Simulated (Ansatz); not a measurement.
# GaLi (triplet): wave-function methods side by side, aug-cc-pVDZ

One table from this session's results is given with a row withheld; the runs are named, their logs left out.

Computed with Ansatz 0.2.0, Gaussian basis. Level: aug-cc-pVDZ, core rule «outside noble gas», up to 15 orbitals frozen.

Plan: UHF; CCSD(T) on ROHF; CCSD(T) on UHF; BCCD(T) on ROHF; CISD; CCSDT(Q) on ROHF; CCSDT(Q) on UHF; Full CI.

22 further runs of the same task are left out: 8 for a known fault of the program, 7 that didn't finish, 7 set aside as unsound or not needed.

## The system

The geometry is a PBE0/def2-TZVPD stationary point (not a proven minimum) of the parent state, kept for this charge and spin. No spin-orbit coupling is included. The filled d shell of Ga may be among the frozen orbitals whatever the setting's name suggests; the logs give the count.

2 atoms, charge 0, spin multiplicity 3.

Atoms are counted from 1 here; the program's logs count them from 0.

No contacts short enough for the rule that draws bonds.

As a file:

```
Ga    0.00000    0.00000    0.00000
Li    0.00000    0.00000    2.80880
```

The first run:

The input, in.yaml:

```yaml
crystal:
  periodic: [false, false, false]
  atoms:
    - {symbol: Ga, position_ang: [0.000000, 0.000000, 0.000000]}
    - {symbol: Li, position_ang: [0.000000, 0.000000, 2.808800]}
basis:
  gaussian: {orbitals: aug-cc-pVDZ}
magnetization: {spin_polarized: true, initial_magnetization: 2}
hamiltonian: {xc: hf}
output: {orbitals: {seedname: orbitals}}
```

Command:

```
$ ansatz run in.yaml --threads 1 --pin off --events-out ev --progress --plain --max-ram 2393MiB
```

Among the steps run: UHF; CCSD(T) on ROHF; CCSD(T) on UHF; BCCD(T) on ROHF; CISD; CCSDT(Q) on ROHF; CCSDT(Q) on UHF; Full CI.

One of the session's tables, all rows but one given; the rest of the session is left out.

```
   method  from FCI (kcal/mol)
     ROHF               +38.12
      UHF               +35.90
     RMP2               +11.20
     UMP2               +11.36
     CISD                +1.57
    RCCSD                +1.52
    UCCSD                +1.34
 RCCSD(T)                +0.45
 UCCSD(T)                    ?
  BCCD(T)                +0.45
   RCCSDT                +0.04
   UCCSDT                -0.07
RCCSDT(Q)                +0.01
UCCSDT(Q)                -0.11
      FCI                    0
```

**Question.** Estimate the row for UCCSD(T).

The run gave: from FCI (kcal/mol): +0.33. In the column «from FCI (kcal/mol)» it lies between RCCSDT (+0.04) and RCCSD(T) (+0.45).

Limits of these values: UCCSDT, UCCSDT(Q) fall below full CI: unrestricted runs freeze a spin-polarised core, another one than full CI's, and coupled cluster isn't variational. Levels on UHF freeze UHF's core orbitals, full CI those of ROHF, so the U rows can settle a little off it for that reason alone. Restricted and unrestricted rows rest on different reference determinants; where their highest levels disagree by more than a few hundredths of an eV, they describe different states and don't form one ladder.
